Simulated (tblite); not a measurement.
# C4H15NOSi3: the cost of one run

Computed with tblite 0.8.0 and PySCF 2.14.0, with density-fitted response routines of our own, on a single molecule in the gas phase. Atoms are numbered from 0 throughout.

## 1. The molecule as given

24 atoms, charge 0, multiplicity 1; geometry from: force field or distance geometry start.

Bonds of the start (Å): C0–O1 1.42, O1–Si2 1.69, Si2–N3 1.76, N3–Si4 1.71, N3–Si5 1.72, Si5–C6 1.83, C6–C7 1.49, C7–C8 1.51, C8–C6 1.53, C0–H9 1.09, C0–H10 1.11, C0–H11 1.09, Si2–H12 1.45, Si2–H13 1.48, Si4–H14 1.49, Si4–H15 1.49, Si4–H16 1.46, Si5–H17 1.49, Si5–H18 1.50, C6–H19 1.13, C7–H20 1.12, C7–H21 1.09, C8–H22 1.10, C8–H23 1.12.

## 2. Relaxing the molecule with GFN2-xTB

Job settings and geometry (Å):

```
{"job": {"kind": "relax", "xc": "GFN2-xTB", "basis": "xTB"}, "charge": 0, "multiplicity": 1}
C      4.086900    -0.275800     0.958300
O      2.734000    -0.701000     1.096800
Si     2.116500    -0.687900    -0.471500
N      0.441600    -0.184300    -0.642500
Si    -0.175700     0.084500    -2.216700
Si    -0.539500    -0.034600     0.760500
C     -2.243900    -0.704500     0.726600
C     -3.321500    -0.115600    -0.121500
C     -3.297800     0.210300     1.353400
H      4.499900    -0.694800     0.035800
H      3.982700     0.821700     0.822700
H      4.684200    -0.448000     1.851700
H      2.290600    -1.992600    -1.085000
H      2.929500     0.252600    -1.270600
H      0.917000     0.658000    -3.052400
H     -0.508700    -1.219100    -2.846700
H     -1.330900     0.962600    -2.342200
H     -0.641200     1.385100     1.187200
H      0.159300    -0.677800     1.916000
H     -2.429200    -1.777600     1.030200
H     -4.152400    -0.790500    -0.443400
H     -3.158300     0.717500    -0.805100
H     -4.055900    -0.209600     2.034500
H     -2.998500     1.274700     1.531400
```

Run with:

```console
$ OMP_NUM_THREADS=1 python probes_run.py task.json out
```

One launch serves the whole session: the jobs run in the order shown.

Q: Estimate the wall time and peak memory of this first job on 1 thread of Arm Neoverse N1, shared host.

About 5.3 s, with a peak of 0.19 GiB.
